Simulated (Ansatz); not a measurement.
# CH3FGeO (SMILES C[O][Ge][F]) at PBE0/6-31G(d) (spherical functions)

Aim: the vertical ionisation energy of CH3FGeO at PBE0/6-31G* (spherical functions), from 2 runs. 

The calculation is run with Ansatz 0.2.0.

125 further runs of the same task are left out: 125 set aside as unsound or not needed.

## Step 1: The system as given

CH3FGeO: 7 atoms, total charge 0, spin state singlet. SMILES: `C[O][Ge][F]`. The coordinates come from a PBE0-D4/def2-TZVP relaxation. This is one conformer, not always the lowest.

Bond lengths: C1–O2 1.413 Å, O2–Ge3 1.764 Å, Ge3–F4 1.768 Å, C1–H5 1.092 Å, C1–H6 1.093 Å, C1–H7 1.093 Å. Angles: C1–O2–Ge3 128.6°, O2–Ge3–F4 99.1°, O2–C1–H5 112.1°, O2–C1–H6 109.1°, O2–C1–H7 109.0°, H5–C1–H6 109.1°, H5–C1–H7 109.1°, H6–C1–H7 108.4°.

## Step 2: A single-point energy at PBE0/6-31G(d) (spherical functions)

in.yaml

```yaml
crystal:
  periodic: [false, false, false]
  atoms:
    - {symbol: C, position_ang: [-0.504800, 0.491500, 0.394900]}
    - {symbol: O, position_ang: [0.412400, 0.624200, -0.671900]}
    - {symbol: Ge, position_ang: [1.441700, -0.610700, -1.398400]}
    - {symbol: F, position_ang: [0.967400, -1.990600, -0.400200]}
    - {symbol: H, position_ang: [-0.548500, -0.532200, 0.773800]}
    - {symbol: H, position_ang: [-0.208000, 1.161100, 1.206600]}
    - {symbol: H, position_ang: [-1.498700, 0.788500, 0.049700]}
basis:
  gaussian:
    orbitals: 6-31G_st_-spherical.json
hamiltonian:
  xc: {name: PBE0}
accuracy: high
output: {orbitals: {seedname: orbitals}}
```

The basis set 6-31G* is read from a file made from the Basis Set Exchange's data (not shown).

Command:

```bash
$ ansatz run in.yaml --threads 1 --pin off --max-ram 3480MiB --events-out events.jsonl --progress --plain --runs-dir runs
```

Log:

```text
Warning: RAYON_NUM_THREADS=1 ignored (pool sized by the plan → 1); use --threads N
Functional definition: PBE0
  name "PBE0"
  parameter a = 0.25
  parameter kappa = 0.804
  parameter beta = 0.06672455060314922
  exchange = (1 - a)*pbe_x(kappa = kappa, mu = beta*pi^2/3) + a*exact_x
  correlation = pbe_c(beta = beta)
1735 factors; integrals over basis functions are off by at most 4.5e-9 eV
mean field evaluation 1: about -62342.4149 eV, gradient 5.4e1 eV
mean field evaluation 2: about -62321.6145 eV, gradient 1.1e2 eV
mean field evaluation 4: about -62347.8851 eV, gradient 7.4e0 eV
mean field evaluation 8: about -62348.1518 eV, gradient 9.8e-1 eV
mean field evaluation 16: about -62348.1544 eV, gradient 5.2e-5 eV
mean field -62348.15438319 eV, -2291.2524124852 hartree, gradient 3.2e-8 eV, S^2 0.000000; 0 other end points of the search recorded, 0 dependent functions left out
reference -62348.15438541 eV, -2291.2524125670 hartree; 29, 29 occupied and 51, 51 virtual orbitals, 1735 factors
Total energy: -62348.15438541 eV, -2291.2524125670 hartree
```

Wall time 7.8 s (1 thread of Arm Neoverse V2, shared host); peak memory 0.27 GiB.

## Step 3: The doublet cation, same level

run.yaml

```yaml
crystal:
  periodic: [false, false, false]
  atoms:
    - {symbol: C, position_ang: [-0.504800, 0.491500, 0.394900]}
    - {symbol: O, position_ang: [0.412400, 0.624200, -0.671900]}
    - {symbol: Ge, position_ang: [1.441700, -0.610700, -1.398400]}
    - {symbol: F, position_ang: [0.967400, -1.990600, -0.400200]}
    - {symbol: H, position_ang: [-0.548500, -0.532200, 0.773800]}
    - {symbol: H, position_ang: [-0.208000, 1.161100, 1.206600]}
    - {symbol: H, position_ang: [-1.498700, 0.788500, 0.049700]}
basis:
  gaussian:
    orbitals: 6-31G_st_-spherical.json
magnetization:
  spin_polarized: true
  initial_magnetization: 1
total_charge: 1
accuracy: high
output: {orbitals: {seedname: orbitals}}
hamiltonian:
  xc: {name: PBE0}
```

The basis set 6-31G* is read from a file made from the Basis Set Exchange's data (not shown).

Command:

```bash
$ ansatz run run.yaml --threads 1 --pin off --max-ram 3480MiB --events-out events.jsonl --progress --plain --runs-dir runs
```

Log:

```text
Warning: RAYON_NUM_THREADS=1 ignored (pool sized by the plan → 1); use --threads N
Functional definition: PBE0
  name "PBE0"
  parameter a = 0.25
  parameter kappa = 0.804
  parameter beta = 0.06672455060314922
  exchange = (1 - a)*pbe_x(kappa = kappa, mu = beta*pi^2/3) + a*exact_x
  correlation = pbe_c(beta = beta)
1734 factors; integrals over basis functions are off by at most 4.3e-9 eV
mean field evaluation 1: about -62319.9583 eV, gradient 6.5e1 eV
mean field evaluation 2: about -62209.0230 eV, gradient 1.6e2 eV
mean field evaluation 4: about -62334.9587 eV, gradient 2.7e1 eV
mean field evaluation 8: about -62337.6155 eV, gradient 7.2e-1 eV
mean field evaluation 16: about -62337.7982 eV, gradient 2.8e-2 eV
mean field evaluation 32: about -62337.7982 eV, gradient 1.1e-5 eV
mean field -62337.79817316 eV, -2290.8718287864 hartree, gradient 9.2e-8 eV, S^2 0.758752; 4 other end points of the search recorded, 0 dependent functions left out
reference -62337.79817563 eV, -2290.8718288773 hartree; 29, 28 occupied and 51, 52 virtual orbitals, 1734 factors
Total energy: -62337.79817563 eV, -2290.8718288773 hartree
```

Wall time 28 s (1 thread of Arm Neoverse V2, shared host); peak memory 0.4 GiB.

## Step 4: Results

At PBE0/6-31G* (spherical functions):

| quantity | value |
| --- | --- |
| singlet CH3FGeO: total energy | -2291.25241 Eh |
| singlet CH3FGeO: HOMO energy | -8.03 eV |
| singlet CH3FGeO: LUMO energy | -1.76 eV |
| singlet CH3FGeO: HOMO–LUMO gap | 6.27 eV |
| doublet cation: total energy | -2290.87183 Eh |
| doublet cation: HOMO energy (highest over α and β) | -15.09 eV |
| doublet cation: LUMO energy (lowest over α and β) | -12.66 eV |
| doublet cation: ⟨S²⟩ | 0.759 |
| vertical ionisation energy (to the doublet cation) | 10.356 eV |

In words: The vertical ionisation energy comes to 10.36 eV (239 kcal/mol). The negative HOMO energy of the first species, 8.03 eV, lies 2.33 eV below that difference.
